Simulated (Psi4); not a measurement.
# triplet AlF3 at 6 levels

Wanted: a comparison of 6 runs (UHF/6-311+G**, UB2PLYP/6-311+G**, UB3LYP/6-311+G**, UM06-L/6-311+G**, UPBE/6-311+G**, UCCSD/6-311+G**) of triplet AlF3. 

Program for the calculation: Psi4 1.11.

## Step 1: The molecule

AlF3 has 4 atoms, charge 0, and is taken as a triplet. As SMILES of the parent species, `F[Al](F)F`. The shape is that of a PBE0-D4/def2-TZVP optimisation. That shape belongs to the parent species and isn't relaxed for this state.

Bond lengths: F1–Al2 1.629 Å, Al2–F3 1.629 Å, Al2–F4 1.629 Å. Angles: F1–Al2–F3 120.0°, F1–Al2–F4 120.0°, F3–Al2–F4 120.0°.

## Step 2: The energy at UHF/6-311+G(d,p) (run 1)

alf3.xyz

```xyz
4
AlF3
F      0.859410    -0.722590     1.180170
Al     0.000000    -0.000010     0.000000
F     -1.440740    -0.612530    -0.450110
F      0.581330     1.335130    -0.730040
```

run.py

```python
import numpy as np
from ase.calculators.psi4 import Psi4
from ase.io import read

atoms = read('alf3.xyz')
calc = Psi4(atoms=atoms, method='scf', basis='6-311+G**', memory='2200MB', num_threads=1, charge=0, multiplicity=3, label='alf3', reference='uhf')
calc.psi4.set_options({'puream': True, 'e_convergence': 1e-09, 'd_convergence': 1e-08, 'scf_type': 'pk', 'maxiter': 100})
atoms.calc = calc

print(f'energy: {atoms.get_potential_energy():.6f} eV')
```

The run is started by

```sh
$ python run.py
```

alf3.dat:

```text
[...]
  Running in c1 symmetry.
[...]
  Nuclear repulsion =  159.600526153884999
[...]
  Multiplicity = 3
[...]
  Nalpha       = 21
  Nbeta        = 19
[...]
    Number of basis functions: 96
[...]
   @UHF iter   1:  -540.10823580916178   -1.02499e+00   4.13077e-03 ADIIS/DIIS
[...]
   @UHF iter  18:  -540.17454131586226    1.13687e-12   6.04434e-09 DIIS
[...]
   @S^2 Observed:                2.062606344E+00
[...]
    Orbital Energies [Eh]
    ---------------------
    Alpha Occupied:
       1A    -58.565618     2A    -26.407277     3A    -26.407277
       4A    -26.407273     5A     -4.977684     6A     -3.292706
       7A     -3.292706     8A     -3.287105     9A     -1.705131
      10A     -1.695186    11A     -1.695185    12A     -0.834984
      13A     -0.814463    14A     -0.814462    15A     -0.791524
      16A     -0.791524    17A     -0.785478    18A     -0.763605
      19A     -0.747360    20A     -0.747359    21A     -0.210653
    Alpha Virtual:
      22A      0.014985    23A      0.052363    24A      0.052363
      25A      0.088827    26A      0.091321    27A      0.164829
[...]
  @UHF Final Energy:  -540.17454131586226
   => Energetics <=
    Nuclear Repulsion Energy =            159.6005261538849993
    One-Electron Energy =               -1071.6073023715748604
    Two-Electron Energy =                 371.8322349018275759
    Total Energy =                       -540.1745413158623705
  UHF NO Occupations:
  HONO-2 :   19  A 1.9851972
  HONO-1 :   20  A 1.0000000
[...]
 Multipole Moments:
 ------------------------------------------------------------------------------------
     Multipole            Electronic (a.u.)      Nuclear  (a.u.)        Total (a.u.)
 ------------------------------------------------------------------------------------
 L = 1.  Multiply by 2.5417464519 to convert [e a0] to [Debye]
 Dipole X            :         -0.0001326           -0.0000000           -0.0001326
 Dipole Y            :          0.0001769           -0.0000037            0.0001732
 Dipole Z            :          0.0002045           -0.0000019            0.0002026
 Magnitude           :                                                    0.0002977
[...]
```

Standard output:

```text
energy: -14698.897964 eV
```

It took 9.3 s on 1 thread of Intel Xeon at 2.50GHz (Skylake/Cascade Lake), shared host; peak memory 0.36 GiB.

## Step 3: The energy at UB2PLYP/6-311+G(d,p) (density fitting for correlation) (run 2)

alf3.xyz is that of step 2.

alf3_ase.py

```python
import numpy as np
from ase.calculators.psi4 import Psi4
from ase.io import read

mol = read('alf3.xyz')
calc = Psi4(atoms=mol, method='b2plyp', basis='6-311+G**', memory='2200MB', num_threads=1, charge=0, multiplicity=3, label='calc', reference='uks')
calc.psi4.set_options({'puream': True, 'e_convergence': 1e-09, 'd_convergence': 1e-08, 'scf_type': 'pk', 'dft_radial_points': 99, 'dft_spherical_points': 590, 'num_frozen_docc': 8, 'maxiter': 100})
mol.calc = calc

print(f'energy: {mol.get_potential_energy():.6f} eV')
```

The run is started by

```sh
$ python alf3_ase.py
```

calc.dat:

```text
[...]
  Running in c1 symmetry.
[...]
  Nuclear repulsion =  159.600526153884999
[...]
  Multiplicity = 3
[...]
  Nalpha       = 21
  Nbeta        = 19
[...]
    Number of basis functions: 96
[...]
   @UKS iter   1:  -541.34016455444896   -6.96453e-01   5.21383e-03 ADIIS/DIIS
[...]
   @UKS iter  16:  -541.41919615959569    2.29647e-11   3.75775e-09 DIIS
[...]
   @S^2 Observed:                2.022925004E+00
[...]
    Orbital Energies [Eh]
    ---------------------
    Alpha Occupied:
       1A    -57.126185     2A    -25.449336     3A    -25.449329
       4A    -25.449326     5A     -4.524270     6A     -2.979398
       7A     -2.979397     8A     -2.975935     9A     -1.449158
      10A     -1.438815    11A     -1.438810    12A     -0.687235
      13A     -0.660388    14A     -0.660386    15A     -0.640398
      16A     -0.640397    17A     -0.628560    18A     -0.619012
      19A     -0.602549    20A     -0.602545    21A     -0.176865
    Alpha Virtual:
      22A     -0.022673    23A      0.028377    24A      0.028378
      25A      0.058316    26A      0.060526    27A      0.122432
[...]
  @UKS Final Energy:  -541.41919615959569
   => Energetics <=
    Nuclear Repulsion Energy =            159.6005261538849993
    One-Electron Energy =               -1071.9931649550226211
    Two-Electron Energy =                 394.9247351033395717
    DFT Exchange-Correlation Energy =     -23.9512924617976033
    Empirical Dispersion Energy =           0.0000000000000000
    VV10 Nonlocal Energy =                  0.0000000000000000
    Total Energy =                       -541.4191961595956855
[...]
 Multipole Moments:
 ------------------------------------------------------------------------------------
     Multipole            Electronic (a.u.)      Nuclear  (a.u.)        Total (a.u.)
 ------------------------------------------------------------------------------------
 L = 1.  Multiply by 2.5417464519 to convert [e a0] to [Debye]
 Dipole X            :         -0.0000706           -0.0000000           -0.0000706
 Dipole Y            :          0.0000491           -0.0000037            0.0000454
 Dipole Z            :          0.0000573           -0.0000019            0.0000555
 Magnitude           :                                                    0.0001006
[...]
```

Standard output:

```text
energy: -14739.259165 eV
```

It took 37 s on 1 thread of Intel Xeon at 2.50GHz (Skylake/Cascade Lake), shared host; peak memory 0.83 GiB.

## Step 4: The energy at UB3LYP/6-311+G(d,p) (run 3)

job.dat

```
memory 2.2 GB

molecule geom {
  0 3
  F      0.859410    -0.722590     1.180170
  Al     0.000000    -0.000010     0.000000
  F     -1.440740    -0.612530    -0.450110
  F      0.581330     1.335130    -0.730040
  units angstrom
  symmetry c1
}

set basis 6-311+G**
set reference uks
set puream true
set e_convergence 1e-09
set d_convergence 1e-08
set scf_type pk
set dft_radial_points 99
set dft_spherical_points 590
set maxiter 100

e_tot, wfn = energy('b3lyp', return_wfn=True)
oeprop(wfn, 'DIPOLE', 'WIBERG_LOWDIN_INDICES', 'MAYER_INDICES')
```

The run is started by

```sh
$ psi4 job.dat job.out -n 1
```

job.out:

```text
[...]
  Running in c1 symmetry.
[...]
  Nuclear repulsion =  159.600526153884999
[...]
  Multiplicity = 3
[...]
  Nalpha       = 21
  Nbeta        = 19
[...]
    Number of basis functions: 96
[...]
   @UKS iter   1:  -541.89816576624162   -4.60026e-01   6.39948e-03 ADIIS/DIIS
[...]
   @UKS iter  12:  -542.00713626932497    3.41061e-13   7.71567e-09 DIIS
[...]
   @S^2 Observed:                2.007327255E+00
[...]
    Orbital Energies [Eh]
    ---------------------
    Alpha Occupied:
       1A    -56.090647     2A    -24.762738     3A    -24.762737
       4A    -24.762733     5A     -4.203400     6A     -2.756821
       7A     -2.756821     8A     -2.754936     9A     -1.271743
      10A     -1.261203    11A     -1.261203    12A     -0.585030
      13A     -0.555828    14A     -0.555827    15A     -0.536464
      16A     -0.536464    17A     -0.522710    18A     -0.520245
      19A     -0.503857    20A     -0.503856    21A     -0.152250
    Alpha Virtual:
      22A     -0.057853    23A      0.005893    24A      0.005893
      25A      0.033839    26A      0.038598    27A      0.091077
[...]
  @UKS Final Energy:  -542.00713626932497
   => Energetics <=
    Nuclear Repulsion Energy =            159.6005261538849993
    One-Electron Energy =               -1072.1212830081371976
    Two-Electron Energy =                 410.9700685456062388
    DFT Exchange-Correlation Energy =     -40.4564479606789789
    Empirical Dispersion Energy =           0.0000000000000000
    VV10 Nonlocal Energy =                  0.0000000000000000
    Total Energy =                       -542.0071362693249739
[...]
 Multipole Moments:
 ------------------------------------------------------------------------------------
     Multipole            Electronic (a.u.)      Nuclear  (a.u.)        Total (a.u.)
 ------------------------------------------------------------------------------------
 L = 1.  Multiply by 2.5417464519 to convert [e a0] to [Debye]
 Dipole X            :         -0.0000216           -0.0000000           -0.0000216
 Dipole Y            :          0.0000382           -0.0000037            0.0000345
 Dipole Z            :          0.0000414           -0.0000019            0.0000396
 Magnitude           :                                                    0.0000567
[...]
```

Wall time 29 s (1 thread of Intel Xeon at 2.50GHz (Skylake/Cascade Lake), shared host); peak memory 0.82 GiB.

Runs 4 to 5 aren't shown in full; the table further down has their settings and results.

## Step 5: A single-point energy at UCCSD/6-311+G(d,p) (run 6)

job.json

```json
{
 "schema_name": "qcschema_input",
 "schema_version": 1,
 "molecule": {
  "schema_name": "qcschema_molecule",
  "schema_version": 2,
  "symbols": ["F", "Al", "F", "F"],
  "geometry": [1.62404953, -1.3654972, 2.23019808, 0.0, -1.89e-05, 0.0, -2.72260402, -1.15751394, -0.85058463, 1.09855449, 2.52303004, -1.37957566],
  "molecular_charge": 0,
  "molecular_multiplicity": 3,
  "fix_symmetry": "c1",
  "fix_com": true,
  "fix_orientation": true
 },
 "driver": "energy",
 "model": {
  "method": "ccsd",
  "basis": "6-311+G**"
 },
 "keywords": {
  "reference": "uhf",
  "puream": true,
  "e_convergence": 1e-09,
  "d_convergence": 1e-08,
  "scf_type": "pk",
  "num_frozen_docc": 8,
  "maxiter": 100
 }
}
```

The run is started by

```sh
$ psi4 --qcschema job.json -n 1 --memory 2200MB
```

stdout:

```text
[...]
  Running in c1 symmetry.
[...]
  Nuclear repulsion =  159.600526173030318
[...]
  Multiplicity = 3
[...]
  Nalpha       = 21
  Nbeta        = 19
[...]
    Number of basis functions: 96
[...]
   @UHF iter   1:  -540.10823659619541   -1.02497e+00   4.13073e-03 ADIIS/DIIS
[...]
   @UHF iter  18:  -540.17454131580507    0.00000e+00   5.89826e-09 DIIS
[...]
   @S^2 Observed:                2.062606351E+00
[...]
    Orbital Energies [Eh]
    ---------------------
    Alpha Occupied:
       1A    -58.565618     2A    -26.407277     3A    -26.407277
       4A    -26.407273     5A     -4.977684     6A     -3.292706
       7A     -3.292706     8A     -3.287105     9A     -1.705131
      10A     -1.695185    11A     -1.695185    12A     -0.834984
      13A     -0.814463    14A     -0.814462    15A     -0.791524
      16A     -0.791524    17A     -0.785478    18A     -0.763605
      19A     -0.747360    20A     -0.747359    21A     -0.210653
    Alpha Virtual:
      22A      0.014985    23A      0.052363    24A      0.052363
      25A      0.088827    26A      0.091321    27A      0.164829
[...]
  @UHF Final Energy:  -540.17454131580507
   => Energetics <=
    Nuclear Repulsion Energy =            159.6005261730303175
    One-Electron Energy =               -1071.6073025729135679
    Two-Electron Energy =                 371.8322350840782065
    Total Energy =                       -540.1745413158050724
  UHF NO Occupations:
  HONO-2 :   19  A 1.9851972
  HONO-1 :   20  A 1.0000000
[...]
 Multipole Moments:
 ------------------------------------------------------------------------------------
     Multipole            Electronic (a.u.)      Nuclear  (a.u.)        Total (a.u.)
 ------------------------------------------------------------------------------------
 L = 1.  Multiply by 2.5417464519 to convert [e a0] to [Debye]
 Dipole X            :         -0.0001305            0.0000000           -0.0001305
 Dipole Y            :          0.0002505           -0.0000756            0.0001749
 Dipole Z            :         -0.0001392            0.0003401            0.0002009
 Magnitude           :                                                    0.0002967
[...]
      * MP2 total energy                      = -540.891952333776885
[...]
      * CCSD total energy                     = -540.886315887714545
[...]
```

The result, in JSON:

```text
{
 "driver": "energy",
 "model": {
  "method": "ccsd",
  "basis": "6-311+G**"
 },
 "success": true,
 "return_result": -540.8863158877145,
 "properties": {
  "calcinfo_nbasis": 96,
  "calcinfo_nmo": 96,
  "calcinfo_nalpha": 21,
  "calcinfo_nbeta": 19,
  "calcinfo_natom": 4,
  "nuclear_repulsion_energy": 159.60052617303032,
  "return_energy": -540.8863158877145,
  "scf_one_electron_energy": -1071.6073025729136,
  "scf_two_electron_energy": 371.8322350840782,
  "scf_dipole_moment": [-0.0001305404036942015, 0.0001749454832977726, 0.00020093880103289052],
  "scf_total_energy": -540.1745413158051,
  "scf_iterations": 18,
  "mp2_same_spin_correlation_energy": -0.20511869143624628,
  "mp2_opposite_spin_correlation_energy": -0.5122923265367323,
  "mp2_singles_energy": -5.151592096899782e-27,
  "mp2_doubles_energy": -0.7174110179729786,
  "mp2_correlation_energy": -0.7174110179729786,
  "mp2_total_energy": -540.8919523337769,
  "ccsd_same_spin_correlation_energy": -0.1781901428945143,
  "ccsd_opposite_spin_correlation_energy": -0.533584429016094,
  "ccsd_singles_energy": -3.4931963204114455e-16,
  "ccsd_doubles_energy": -0.7117745719106083,
  "ccsd_correlation_energy": -0.7117745719106087,
  "ccsd_total_energy": -540.8863158877145,
  "ccsd_iterations": 19
 }
}
```

Wall time 4 min (1 thread of Intel Xeon at 2.50GHz (Skylake/Cascade Lake), shared host); peak memory 0.73 GiB.

## Step 6: The series

| run | level | frozen core orbitals | fitting correlation | energy (Eh) | dipole moment (D) | HOMO energy (eV) | ⟨S²⟩ | wall time |
| --- | --- | --- | --- | --- | --- | --- | --- | --- |
| 1 | UHF/6-311+G** | 0 | – | -540.174541 | 0.00 | -5.73 | 2.063 | 9.3 s |
| 2 | UB2PLYP/6-311+G** (density fitting for correlation) | 8 | density fitting | -541.657788 | – | -4.81 | 2.023 | 37 s |
| 3 | UB3LYP/6-311+G** | 0 | – | -542.007136 | 0.00 | -4.14 | 2.007 | 29 s |
| 4 | UM06-L/6-311+G** | 0 | – | -541.938291 | 0.00 | -3.22 | 2.007 | 87 s |
| 5 | UPBE/6-311+G** | 0 | – | -541.591447 | 0.00 | -3.58 | 2.002 | 35 s |
| 6 | UCCSD/6-311+G** | 8 | none | -540.886316 | – | -5.73 | 2.063 | 4 min |

## Step 7: What came out

| quantity | value |
| --- | --- |
| run 6: total energy | -540.88632 Eh |
| run 6: HOMO energy (Hartree–Fock orbitals) (highest over α and β) | -5.73 eV |
| run 6: correlation energy (8 core orbitals frozen) | -711.8 mEh |
| run 6: ⟨S²⟩ of the reference determinant | 2.063 |
| run 6: T1 diagnostic | 0.032 |

**Reading.** Totals of different functionals can't be ranked against each other. All runs together took 7.3 min, the longest 4 min.
